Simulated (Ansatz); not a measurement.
Runs of Ansatz 0.2.0 on RhN. Symmetry: F-43m, No. 216, cubic system. Conventional cell: a = 4.862 Å, b = 4.862 Å, c = 4.862 Å, α = 90.00°, β = 90.00°, γ = 90.00°. Rh (site symmetry -43m) has 4 N at 2.11 Å as nearest neighbours. N (site symmetry -43m) has 4 Rh at 2.11 Å as nearest neighbours. The cell comes from a database or a generator and needn't be the stable form of this composition.

```tsv
level	spin	U	cutoff (eV)	gap on the mesh (eV)	pressure (GPa)	moment (μB)
LDA+U	collinear, random start	Rh d U = 8 eV	420	none	-15.2	1.63
LDA+U	collinear, ferromagnetic start	Rh d U = 8 eV	420	none	-15.2	1.63
r2SCAN+U	collinear, program default start	Rh d U = 5 eV	500	none	(a)	0.99
LDA+U	collinear, program default start	Rh d U = 8 eV	420	none	-15.2	1.63
LDA+U	non-collinear, random start, SOC	Rh d U = 6 eV	420	none	-30.8	-
```

Alike in all rows: task single point; potentials or basis Ansatz PAW; cell as given; k mesh 7 × 7 × 7; smearing gaussian 0.05 eV.

Task: Fill in the values left out.

Result: (a) -20.0.

Caveats: the magnetic or orbital state may not be the lowest; the PAW data sets come from PBE, with cores solved anew for the run's functional, which leaves a small shift of forces and pressure; moments are unreliable in this version under spin-orbit coupling with a hybrid or U, so they aren't listed (some runs); a pressure of tens of GPa on the cell as given is suspect, and the run, the potentials or the cell itself is likely at fault (some runs); the thresholds are loose for stress (some runs).

A k mesh can miss the band edges, and rows without SOC leave out spin-orbit coupling on Rh.

A gap of «none» marks a metal or a gap under the smearing width.
